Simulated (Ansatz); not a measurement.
# Se: the cost of one run

Method: DFT PBEsol, scalar-relativistic, plane waves, PAW, in Ansatz 0.2.0.

### 1 Starting point

It takes space group R-3m (No. 166, trigonal). Conventional cell: a = 3.529 Å, b = 3.529 Å, c = 25.580 Å, α = 90.00°, β = 90.00°, γ = 120.00°. Se (site symmetry -3m) is surrounded by 12 Se at 3.50 to 3.53 Å. Se (site symmetry 3m) has 12 Se at 3.50 to 3.53 Å as nearest neighbours.

Coordinates:

```cif
data_structure
_symmetry_space_group_name_H-M 'P 1'
_symmetry_Int_Tables_number 1
_cell_length_a 8.7667
_cell_length_b 8.7667
_cell_length_c 8.7667
_cell_angle_alpha 23.220
_cell_angle_beta 23.220
_cell_angle_gamma 23.220
_cell_volume 91.94
loop_
_atom_site_label
_atom_site_type_symbol
_atom_site_fract_x
_atom_site_fract_y
_atom_site_fract_z
_atom_site_occupancy
Se1 Se 0.00000 0.00000 0.00000 1
Se2 Se 0.22222 0.22222 0.22222 1
Se3 Se 0.77778 0.77778 0.77778 1
```

(A quick probe on a coarse mesh, which set the mesh and smearing, is not shown.)

### 3 A loose first relaxation

input.yaml

```yaml
crystal:
  lattice:
    - [1.7642946041, 1.0186159645, 8.5267251162]
    - [-1.7642946041, 1.0186159645, 8.5267251162]
    - [0.0, -2.0372319292, 8.5267251162]
  atoms:
    - { symbol: Se, position: [0.0, 0.0, 0.0] }
    - { symbol: Se, position: [0.22222, 0.22222, 0.22222] }
    - { symbol: Se, position: [0.77778, 0.77778, 0.77778] }
basis:
  ecutwfc: 420
kpoints:
  mp_grid: { grid: [6, 6, 6] }
hamiltonian:
  xc: pbesol
scf:
  occupations: { method: gaussian, width: 0.1 }
  lower_state_search: "off"
output:
  forces: true
  stress: true
  eigenvalues: true
relax:
  adjacent_minimum: "off"
  f_tol: 0.04
  max_steps: 70
  cell: { stress_tol: 0.4 }
```

Q: Estimate wall time and peak memory on 1 thread of an x86-64 CPU, shared host.

About 48 s, with a peak of 0.44 GiB.
